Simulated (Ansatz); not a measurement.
# In2O: the cost of one run

Method: DFT PBE, scalar-relativistic, plane waves, PAW, in Ansatz 0.2.0.

1 further run of the same task is left out (set aside as unsound or not needed).

### Step 1. Starting point

The structure is trigonal, space group P-3m1 (No. 164). The conventional cell has a = 3.433 Å, b = 3.433 Å, c = 12.704 Å, α = 90.00°, β = 90.00°, γ = 120.00°. In (site symmetry 3m) is surrounded by 3 O at 2.20 Å. In (site symmetry 3m) is surrounded by 1 O at 2.43 Å. O (site symmetry 3m) has 4 In at 2.20 to 2.43 Å in its first shell of neighbours.

Structure file:

```cif
data_structure
_symmetry_space_group_name_H-M 'P 1'
_symmetry_Int_Tables_number 1
_cell_length_a 3.4331
_cell_length_b 3.4331
_cell_length_c 12.7039
_cell_angle_alpha 90.000
_cell_angle_beta 90.000
_cell_angle_gamma 120.000
_cell_volume 129.67
loop_
_atom_site_label
_atom_site_type_symbol
_atom_site_fract_x
_atom_site_fract_y
_atom_site_fract_z
_atom_site_occupancy
In1 In 0.00000 0.00000 0.38269 1
In2 In 0.00000 0.00000 0.61731 1
In3 In 0.66667 0.33333 0.11604 1
In4 In 0.33333 0.66667 0.88396 1
O1 O 0.66667 0.33333 0.30709 1
O2 O 0.33333 0.66667 0.69291 1
```

The cell was made up by rule, so the compound may not exist in this form.

It is the result of an earlier relaxation at this level (volume 21.61 Å³/atom; gap on the mesh: none (metal)).

The cell was built by a swap of B by In in B2O; it need not be the stable form of this composition.

### Step 2. Field gradients

Input file input.yaml:

```yaml
crystal:
  lattice:
    - [3.4330555846, 0.0, 0.0]
    - [-1.7165277923, 2.9731133489, 0.0]
    - [0.0, 0.0, 12.7039100544]
  atoms:
    - { symbol: In, position: [0.0, 0.0, 0.3826866169] }
    - { symbol: In, position: [0.0, 0.0, 0.6173133831] }
    - { symbol: In, position: [0.6666666667, 0.3333333333, 0.1160366589] }
    - { symbol: In, position: [0.3333333333, 0.6666666667, 0.8839633411] }
    - { symbol: O, position: [0.6666666667, 0.3333333333, 0.3070938034] }
    - { symbol: O, position: [0.3333333333, 0.6666666667, 0.6929061966] }
basis:
  ecutwfc: 420
kpoints:
  mp_grid: { grid: [12, 12, 4] }
hamiltonian:
  xc: pbe
scf:
  occupations: { method: fermi_dirac, width: 0.15 }
output:
  forces: true
  stress: true
  eigenvalues: true
  efg: {}
checkpoint:
  read: start.run
  write: ck
  compress: false
  write_wavefunctions: false
  write_every: 100000
```

The run is started by

```bash
ansatz run input.yaml --threads 2 --pin off --max-ram 6144MiB --backend cpu --events-out ev --progress --plain --runs-dir out
```

**Question.** How long does this run take on 2 threads of Intel Xeon 6975P-C (Granite Rapids), shared host, and how much memory does it need?

About 5.1 s, with a peak of 0.59 GiB.
